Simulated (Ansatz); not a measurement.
# C2HFSSe: up Jacob's ladder to CCSD(T)

Aim: compute C2HFSSe with functionals from several rungs and with coupled cluster, and see how far each lands from CCSD(T) at the basis-set limit for the atomisation energy.

The runs use Ansatz 0.2.0, Gaussian basis; functionals in def2-TZVPP, the program's frozen cores in correlated methods.

Levels to be run: LDA (SPW92), PBE-D4, revPBE-D4, BLYP-D4, r2SCAN-D4, B97M-V, PBE0-D4, B3LYP-D4, r2SCANh-D4, r2SCAN0-D4, HSE06-D4, BHLYP-D4, CAM-B3LYP-D4, LC-ωPBE, ωB97X-V, ωB97M-V, B2PLYP, PBE-QIDH; CCSD(T)/def2-SVP; CCSD(T)/def2-TZVPP; MP2/def2-QZVPP; extrapolation to the limit; RPA on PBE.

**1. Structure used throughout**

The geometry comes from an earlier relaxation with PBE0-D4 in a triple-zeta def2 set; it is a stationary point.

SMILES `FC1SC1=[Se]`, 6 atoms, charge 0, spin multiplicity 1.

Atoms are counted from 1 here; the program's logs count them from 0.

Bond lengths: F1–C2 1.344 Å, C2–S3 1.820 Å, C2–C4 1.451 Å, C2–H6 1.086 Å, S3–C4 1.715 Å, C4–Se5 1.741 Å. Angles: F1–C2–S3 117.7°, F1–C2–C4 118.7°, F1–C2–H6 111.6°, S3–C2–C4 62.0°, S3–C2–H6 116.6°, C4–C2–H6 121.8°, C2–S3–C4 48.3°, C2–C4–S3 69.6°, C2–C4–Se5 145.1°, S3–C4–Se5 145.2°.

**2. LDA**

This LDA is Slater exchange with PW92 correlation.

File in.yaml:

```yaml
crystal:
  periodic: [false, false, false]
  atoms:
    - {symbol: F, position_ang: [-1.385720, 0.563514, 0.843369]}
    - {symbol: C, position_ang: [-0.432698, -0.278890, 0.409281]}
    - {symbol: S, position_ang: [1.264928, -0.017171, 1.012237]}
    - {symbol: C, position_ang: [0.555520, 0.213437, -0.531778]}
    - {symbol: Se, position_ang: [0.827492, 0.759960, -2.162144]}
    - {symbol: H, position_ang: [-0.787422, -1.304851, 0.382833]}
basis:
  gaussian: {orbitals: def2-TZVPP}
hamiltonian: {xc: lda}
output: {orbitals: {seedname: orbitals}}
```

The run is started by

```console
ansatz run in.yaml --threads 4 --pin off --events-out ev --progress --plain --max-ram 10444MiB
```

After this run come: PBE-D4 (GGA); revPBE-D4 (GGA); BLYP-D4 (GGA); r2SCAN-D4 (meta-GGA); B97M-V (meta-GGA); B3LYP-D4 (hybrid); r2SCANh-D4 (hybrid); r2SCAN0-D4 (hybrid); HSE06-D4 (hybrid); BHLYP-D4 (hybrid); CAM-B3LYP-D4 (range-separated); LC-ωPBE (range-separated); ωB97X-V (range-separated); ωB97M-V (range-separated); B2PLYP (double hybrid); PBE-QIDH (double hybrid); CCSD(T) in def2-SVP; CCSD(T) in def2-TZVPP; MP2 in def2-QZVPP; RPA on PBE orbitals.

Q: Predict the results of all the runs planned. Wanted: atomisation energy, CCSD(T)/CBS; farthest beyond LDA; mean size of error, GGA; mean size of error, meta-GGA; mean size of error, hybrid; mean size of error, range-separated; mean size of error, double hybrid; gap, smallest and largest; T1 diagnostic.

As calculated:

| quantity | value |
| --- | --- |
| atomisation energy, CCSD(T)/CBS | 22.921 eV |
| functionals within 0.229 eV (1.0 %) | B3LYP-D4, r2SCANh-D4, CAM-B3LYP-D4, ωB97X-V, ωB97M-V, PBE-QIDH |
| farthest beyond LDA | PBE-D4 (+1.745 eV) |
| mean size of error, GGA | 1.004 eV |
| mean size of error, meta-GGA | 0.429 eV |
| mean size of error, hybrid | 0.561 eV |
| mean size of error, range-separated | 0.119 eV |
| mean size of error, double hybrid | 0.139 eV |
| gap, smallest and largest | 1.84 eV (LDA (SPW92)), 8.34 eV (LC-ωPBE) |
| T1 diagnostic | 0.0157 |
| triples share of the correlation energy | 4.8 % |

**Reading.** LDA overbinds by 5.594 eV (24 %). PBE-D4 is off by +1.745 eV. Double hybrids carry the basis error of their MP2 part in triple zeta, and no dispersion term here, so their miss is partly the set-up's. The rungs range-separated, double hybrid miss on average by less than the doubt on the reference (0.229 eV), so they tie; GGA functionals have the largest mean beyond LDA (1.004 eV). Misses under about 0.229 eV are within the doubt on the reference itself, which lacks core-valence correlation, relativity and higher excitations, and its outer-core shells are covered unevenly. All levels share the lack of spin-orbit coupling, which lowers the free heavy atoms and so the true binding. Hartree-Fock recovers 61 % of the binding; the rest is correlation. CCSD(T) in def2-SVP is off by -1.714 eV, more than most functionals: a good method in a small basis is no reference. Orbital gaps span 1.8 to 8.3 eV; exact exchange widens them. The restricted reference is unstable towards a spin-broken one. Correlated methods include outer-core shells of Se, which these sets cover unevenly.
